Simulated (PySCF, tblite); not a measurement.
**C6H7FN2Si: geometry, infrared bands and NMR shifts**

Wanted: the infrared bands and NMR shifts of C6H7FN2Si (`C[C@H](F)/C(C#N)=C(\[SiH3])C#N`), by calculation.

The runs use tblite 0.8.0 and PySCF 2.14.0, with density-fitted response routines of our own; the level of theory stands in each step. All values are computed, except where a source is named. Atoms are numbered from 0 throughout.

## Step 1: The molecule as given

17 atoms, charge 0, multiplicity 1; geometry from: force field or distance geometry start.

Bonds of the start (Å): C0–C1 1.52, C1–F2 1.38, C1–C3 1.51, C3–C4 1.42, C4–N5 1.17, C3–C6 1.36, C6–Si7 1.84, C6–C8 1.42, C8–N9 1.17, C0–H10 1.10, C0–H11 1.08, C0–H12 1.10, C1–H13 1.10, Si7–H14 1.49, Si7–H15 1.48, Si7–H16 1.48.

## Step 2: Geometry optimisation with GFN2-xTB

The job: settings as JSON, then the geometry in Å.

```
{"job": {"kind": "relax", "xc": "GFN2-xTB", "basis": "xTB"}, "charge": 0, "multiplicity": 1}
C      1.962500    -0.272000    -1.076000
C      1.330900     0.471300     0.095100
F      1.504200    -0.315800     1.215600
C     -0.122700     0.821600    -0.136200
C     -0.318000     2.028500    -0.854400
N     -0.437300     3.012800    -1.466500
C     -1.192200     0.112500     0.307900
Si    -1.204400    -1.471800     1.252000
C     -2.528300     0.529700     0.069200
N     -3.623300     0.883000    -0.130900
H      1.918300     0.328400    -1.992000
H      2.995300    -0.515700    -0.855600
H      1.434100    -1.216400    -1.251200
H      1.912200     1.380100     0.300000
H     -2.531200    -2.142500     1.152700
H     -0.203800    -2.396300     0.679200
H     -0.903400    -1.225400     2.681200
```

Run with:

```bash
$ OMP_NUM_THREADS=1 python probes_run.py task.json out
```

One launch serves the whole session: the jobs run in the order shown.

**Question.** This job is followed by: GFN2-xTB harmonic vibrations, gas phase; GIAO PBE0/pcSseg-1 NMR shielding, non-relativistic, gas phase. What will the session give for the following? strongest single infrared mode (GFN2-xTB); zero-point energy (GFN2-xTB); 13C shifts against TMS (PBE0/pcSseg-1); 1H shifts against TMS (PBE0/pcSseg-1, means over atoms taken as alike); 19F shifts against CFCl3 (PBE0/pcSseg-1); 15N shifts against NH3 (PBE0/pcSseg-1); 29Si shifts against TMS (PBE0/pcSseg-1).

As calculated:

```
                                                              quantity                                       value
                             strongest single infrared mode (GFN2-xTB)                       2292 cm⁻¹, 315 km/mol
                                          zero-point energy (GFN2-xTB)                               69.4 kcal/mol
                                13C shifts against TMS (PBE0/pcSseg-1)  148.8, 130.8, 122.5, 119.3, 96.9, 23.6 ppm
1H shifts against TMS (PBE0/pcSseg-1, means over atoms taken as alike)                        5.60, 4.47, 1.68 ppm
                              19F shifts against CFCl3 (PBE0/pcSseg-1)                                  -203.5 ppm
                                15N shifts against NH3 (PBE0/pcSseg-1)                            349.1, 342.7 ppm
                               29Si shifts against TMS (PBE0/pcSseg-1)                                   -67.6 ppm
```

**Reading.** Relaxing lowered the energy by 0.212 eV in 83 steps; the close pair that moved most is C6–Si7, from 1.844 to 1.913 Å. All 45 modes are real, so the xTB geometry is a minimum. The strongest single mode, at 2292 cm⁻¹, moves mainly H14. Unscaled tight-binding wavenumbers are off by several per cent, some by more. Its intensities can rank the bands wrongly. The most deshielded hydrogen is H13 (hydrogen on an allylic sp3 CH bonded to F), at 5.60 ppm: its carbon carries F, which withdraws density. At PBE0/pcSseg-1: Shielding is most anisotropic at N5 (span 418 ppm, paramagnetic term -416 ppm).
